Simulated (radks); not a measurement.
# Fractional charge and spin in the 5p shell of osmium

The task here is to estimate one member of a computed series from the others.

Method: scalar-relativistic Kohn-Sham, r2SCAN, spin-polarised, spherical densities, finite nucleus. Code: radks (a radial shooting solver on a logarithmic mesh, Libxc functionals) version 1.

## The system

| Property | Result |
| --- | --- |
| element | osmium (Z = 76) |
| configuration | [Kr] 4d10 4f14 5s2 5d(up 2.5, down 2.5) 5p(up 3, down 3) |
| nuclear rms radius | 5.4126 fm |

A shell typed twice in an input gives spin up, then spin down.

The first run:

Settings of this run:

```text
Z 76
configuration [Kr] 4d10 4f14 5s2 5d2.5 5d2.5 5p3 5p3
relativity scalar-relativistic
functional r2scan,r2scan
spin polarised
nucleus finite rms 5.4126 fm
c 137.035999084
```

Started as:

```sh
$ python run_ks.py task.json out
```

The same process makes all the runs of this session.

Steps of the session up to this table: 5p: up 3, down 3.

One table of the session follows, with a row left open; its other results are not shown here.

It belongs to the step «5p: up 3, down 3». Radial moments (bohr):

```
level     <r>  outermost maximum (interpolated)  90 % within  nodes
   3d       ?                                 ?            ?      ?
   4s  0.4318                             0.405        0.619      3
   4p  0.4591                             0.425        0.666      2
   4d  0.4889                             0.435        0.731      1
   5s   1.007                             0.914         1.44      4
   4f  0.5557                             0.407        0.906      0
   5p   1.160                              1.03         1.68      3
   5d   1.597                              1.31         2.42      2
```

**Question.** Estimate the row for 3d.

**Answer.** <r>: 0.1763; outermost maximum (interpolated): 0.145; 90 % within: 0.273; nodes: 0. In the column «<r>» it is the lowest.
